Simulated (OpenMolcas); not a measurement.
**Tb³⁺ among point charges: CASSCF levels and susceptibility**

Aim: the splitting of the states of Tb³⁺ in the field of 8 point charges, its lowest levels with spin-orbit coupling and its magnetic susceptibility.

The numbers are computed with OpenMolcas 26.06 (state-averaged CASSCF, spin-orbit coupling by RASSI with atomic mean-field integrals), except any that are marked as measured or tabulated.

## 1. The atom as given

```
Species                           : Tb³⁺ (terbium, Z = 65, 62 electrons)
Basis                             : ANO-RCC-VDZP [7s6p4d2f1g], 68 functions
Scalar Hamiltonian                : DKH2, point nucleus
Inactive shells                   : 1s 2s 2p 3s 3p 3d 4s 4p 4d 5s 5p
Active space                      : 8 electrons in 7 orbitals (4f)
Some configurations of this space : 4f⁸
Orbitals                          : optimised for the highest spin of each parity, averaged over all roots
```

The outer shells:

4f8
```
4f [↑↓][↑ ][↑ ][↑ ][↑ ][↑ ][↑ ]
```

The ion sits among 8 point charges of -2 e arranged as a square antiprism (D4d), 2.62 Å from the ion, with a polar angle of 54.4° against the regular 57.3°.

Each step is its own input file, run in one work folder so that later steps find the files of earlier ones. Labels, J, g values, rates, χT and fits are worked out afterwards by a script from the matrices that RASSI stores.

## 2. GATEWAY and SEWARD: basis and integrals

Input file a.inp:

```
&GATEWAY
Coord
1

Tb 0.0 0.0 0.0
Basis=ANO-RCC-VDZP
Group=NoSym
NoMove
AngMom=0.0 0.0 0.0
AMFI
XField
8 Angstrom 0
1.969023 0.815596 1.523861 -2.000000
-0.815596 1.969023 1.523861 -2.000000
-1.969023 -0.815596 1.523861 -2.000000
0.815596 -1.969023 1.523861 -2.000000
1.969023 -0.815596 -1.523861 -2.000000
0.815596 1.969023 -1.523861 -2.000000
-1.969023 0.815596 -1.523861 -2.000000
-0.815596 -1.969023 -1.523861 -2.000000
&SEWARD
```

Command:

```sh
OMP_NUM_THREADS=1 MOLCAS_MEM=2252 MOLCAS_PROJECT=a pymolcas a.inp > a.log
```

## 3. CASSCF: septets, 7 roots

Input file a.inp:

```
&RASSCF
FileOrb=start.orb
Symmetry=1
Spin=7
nActEl=8 0 0
Inactive=27
Ras2=7
CIRoot=7 7 1
SDav=7
CIMx=300
Iter=120 100
PrWF=0.3
OrbListing=Nothing
MaxOrb=0
>>> COPY $Project.JobIph JOB001
```

start.orb holds the contracted functions of the basis, ordered by shell, or the orbitals of the step before.

## 4. CASSCF: quintets, 140 roots

Input file a.inp:

```
&RASSCF
FileOrb=start.orb
Symmetry=1
Spin=5
nActEl=8 0 0
Inactive=27
Ras2=7
CIRoot=140 140 1
SDav=140
CIMx=300
Iter=120 100
PrWF=0.3
OrbListing=Nothing
MaxOrb=0
CIOnly
>>> COPY $Project.JobIph JOB002
```

## 5. CASSCF: triplets, 162 roots

Input file a.inp:

```
&RASSCF
FileOrb=start.orb
Symmetry=1
Spin=3
nActEl=8 0 0
Inactive=27
Ras2=7
CIRoot=162 162 1
SDav=588
CIMx=300
Iter=120 100
PrWF=0.3
OrbListing=Nothing
MaxOrb=0
CIOnly
>>> COPY $Project.JobIph JOB003
```

## 6. State interaction with spin-orbit coupling

Input file a.inp:

```
&RASSI
NrOfJobIphs=2 7 62
1 2 3 4 5 6 7
1 2 3 4 5 6 7 8 9 10 11 12 13 14 15 16 17 18 19 20 21 22 23 24 25 26 27
28 29 30 31 32 33 34 35 36 37 38 39 40 41 42 43 44 45 46 47 48 49 50 51
52 53 54 55 56 57 58 59 60 61 62
IphNames
JOB001
JOB002
EJob
SpinOrbit
DIPRint=1.0
SOCoupling=1000.0
Subsets=2
Property=9
'ANGMOM' 1 'ANGMOM' 2 'ANGMOM' 3 'MLTPL  1' 1 'MLTPL  1' 2 'MLTPL  1' 3
'AMFI' 1 'AMFI' 2 'AMFI' 3
SOProperty=3
'ANGMOM' 1 'ANGMOM' 2 'ANGMOM' 3
```

**Question.** What will these runs give? Wanted: spin-free ground state; first state of the same spin within the active space; lowest level; next level.

**Answer**, as computed:

```
                                            quantity                               value
                                              method                              CASSCF
                              spin-free ground state  septet, 2-fold in its orbital part
first state of the same spin within the active space                 septet at 16.9 cm⁻¹
                                        lowest level       2-fold, g = 0.00, 0.00, 17.95
                                          next level                           89.0 cm⁻¹
                                         χT at 300 K                     11.75 cm³ K/mol
                           effective moment at 300 K                             9.69 μB
```

The spin-free ground state (septet) comes to 100 % from free-ion F terms and keeps the highest spin of the shell. The quintets, triplets rest on orbitals optimised for another spin in at least one step, which raises them against the optimised states. Not all states of the active space went into the spin-orbit step. High states of lower spin are left out of the spin-orbit mixing, and CASSCF puts spin-flip levels too high. Point charges carry no covalency, so the field is a model and not that of real ligands.
